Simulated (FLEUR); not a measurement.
# Al: single point with PBEsol

Crystal: Al.

```
Al
1.0
     2.81246    0.00000    0.00000
    -1.40623    2.43566    0.00000
     0.00000    0.00000    4.86685
Al
2
Direct
  0.33333 0.66667 0.25000
  0.66667 0.33333 0.75000
```

This isn't the form of Al at room conditions, which is fcc.

```yaml
Program: FLEUR MaX-R8.1 (later development tree)
Task: single point
Functional: PBEsol
Potentials_or_basis: all-electron
Basis: FLAPW
Kmax: 4.1 1/bohr
k_mesh: 11 × 11 × 6
Occupations: fermi-dirac, width 0.05 eV
Spin: no spin polarisation
Gmax: 12.7 1/bohr
Muffin-tin_radii: Al 2.39 bohr
lmax: Al 10
lnonsphr: Al 10
Local_orbitals_a_species: Al 4
Max_iterations: 60
Mixing_factor: 0.05
Mixer: Anderson
Mixer_history: 15
Density_convergence: 1e-05 me/bohr^3
```

```
Band gap on the k mesh                                : none (metal or under the smearing width)
Valence electrons inside the program's atomic spheres : Al 9.58 (radii Al 2.39 bohr)
```

Levels at points of the mesh, in eV from the Fermi level:
| k point | band 9 | band 10 | band 11 | band 12 | band 13 | band 14 | band 15 |
| --- | --- | --- | --- | --- | --- | --- | --- |
| (0.00, 0.00, 0.00) | -11.08 | -5.08 | -4.85 | 11.13 | 11.41 | 11.41 | 11.62 |
| (0.00, 0.00, 0.50) | -9.53 | -9.53 | 2.36 | 2.36 | 12.44 | 12.44 | 12.44 |

Core levels (eV from the Fermi level):
```tsv
atom	levels
1 Al	1s1/2 -1502.9
2 Al	1s1/2 -1502.9
```

Run time: 40 s on 1 thread of Arm Neoverse V2 (shared host), peak memory 0.07 GiB.
